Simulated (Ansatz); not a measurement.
# Ga3Sb: convergence and cost

This session on Ga3Sb sets out to see how the k-point mesh shifted by half a step moves the results.

Computed with Ansatz 0.2.0 (DFT PBEsol, scalar-relativistic, plane waves, PAW, unless a step's input says otherwise).

2 further runs of the same task are left out: 1 for a known fault of the program, 1 set aside as unsound or not needed. Runs told in other sessions of the task aren't counted.

## (1) The structure to begin with

It takes space group I4/mmm (No. 139, tetragonal). The conventional cell has a = 4.318 Å, b = 4.318 Å, c = 9.521 Å, α = 90.00°, β = 90.00°, γ = 90.00°. Around Ga (site symmetry -4m2) lie 8 Ga at 3.05 to 3.21 Å and 4 Sb at 3.21 Å. Ga (site symmetry 4/mmm) has 4 Sb at 3.05 Å and 8 Ga at 3.21 Å in its first shell of neighbours. Sb (site symmetry 4/mmm) has 12 Ga at 3.05 to 3.21 Å in its first shell of neighbours.

Coordinates:

```xyz
4
Lattice="-2.1588 2.1588 4.7605 2.1588 -2.1588 4.7605 2.1588 2.1588 -4.7605" Properties=species:S:1:pos:R:3 pbc="T T T"
Ga    0.0000    2.1588    2.3802
Ga    2.1588    0.0000    2.3802
Ga    0.0000    0.0000    4.7605
Sb    0.0000    0.0000    0.0000
```

The structure comes from the Materials Project (structure only); it is used as listed.

## (2) The base run, which the others are set against

The input, input.yaml:

```yaml
crystal:
  lattice:
    - [-2.158799, 2.158799, 4.760484]
    - [2.158799, -2.158799, 4.760484]
    - [2.158799, 2.158799, -4.760484]
  atoms:
    - { symbol: Ga, position: [0.75, 0.25, 0.5] }
    - { symbol: Ga, position: [0.25, 0.75, 0.5] }
    - { symbol: Ga, position: [0.5, 0.5, 0.0] }
    - { symbol: Sb, position: [0.0, 0.0, 0.0] }
basis:
  ecutwfc: 420
kpoints:
  mp_grid: { grid: [14, 14, 14] }
hamiltonian:
  xc: pbesol
scf:
  occupations: { method: gaussian, width: 0.1 }
output:
  forces: true
  stress: true
  eigenvalues: true
  populations: true
  write_density: true
  write_potential: true
  elf: true
  volumetric_format: npy
```

Its results, from an earlier run: -4409.3247 eV/atom at zero smearing, pressure -3.47 GPa, largest force 0.000 eV/Å, no gap on the mesh, in 8 SCF cycles and 1.7 min.

## (3) K-point mesh shifted by half a step set to 8×8×8

The input, input.yaml:

```yaml
crystal:
  lattice:
    - [-2.158799, 2.158799, 4.760484]
    - [2.158799, -2.158799, 4.760484]
    - [2.158799, 2.158799, -4.760484]
  atoms:
    - { symbol: Ga, position: [0.75, 0.25, 0.5] }
    - { symbol: Ga, position: [0.25, 0.75, 0.5] }
    - { symbol: Ga, position: [0.5, 0.5, 0.0] }
    - { symbol: Sb, position: [0.0, 0.0, 0.0] }
basis:
  ecutwfc: 420
kpoints:
  mp_grid: { grid: [8, 8, 8], shift: [0.5, 0.5, 0.5] }
hamiltonian:
  xc: pbesol
scf:
  occupations: { method: gaussian, width: 0.1 }
output:
  forces: true
  stress: true
  eigenvalues: true
```

Started as:

```bash
> ansatz run input.yaml --threads 1 --pin off --max-ram 2560MiB --backend cpu --events-out ev --progress --plain --runs-dir out
```

## (4) K-point mesh shifted by half a step set to 10×10×10

Edit input.yaml of step 3 so:

```diff
@@ -13,3 +13,3 @@
 kpoints:
-  mp_grid: { grid: [8, 8, 8], shift: [0.5, 0.5, 0.5] }
+  mp_grid: { grid: [10, 10, 10], shift: [0.5, 0.5, 0.5] }
 hamiltonian:
```

## (5) K-point mesh shifted by half a step: 12×12×12

Edit input.yaml of step 4 so:

```diff
@@ -13,3 +13,3 @@
 kpoints:
-  mp_grid: { grid: [10, 10, 10], shift: [0.5, 0.5, 0.5] }
+  mp_grid: { grid: [12, 12, 12], shift: [0.5, 0.5, 0.5] }
 hamiltonian:
```

(Steps that only read results are left out.)

What results come out of these runs, taken together? Wanted: largest energy shift, k-point mesh shifted by half a step.

The runs gave:

| quantity | value |
| --- | --- |
| largest energy shift, k-point mesh shifted by half a step | 3.37 meV/atom at 10×10×10 |

The densest shifted mesh lands 0.99 meV/atom from the base run. Spin-orbit coupling is left out for Sb.
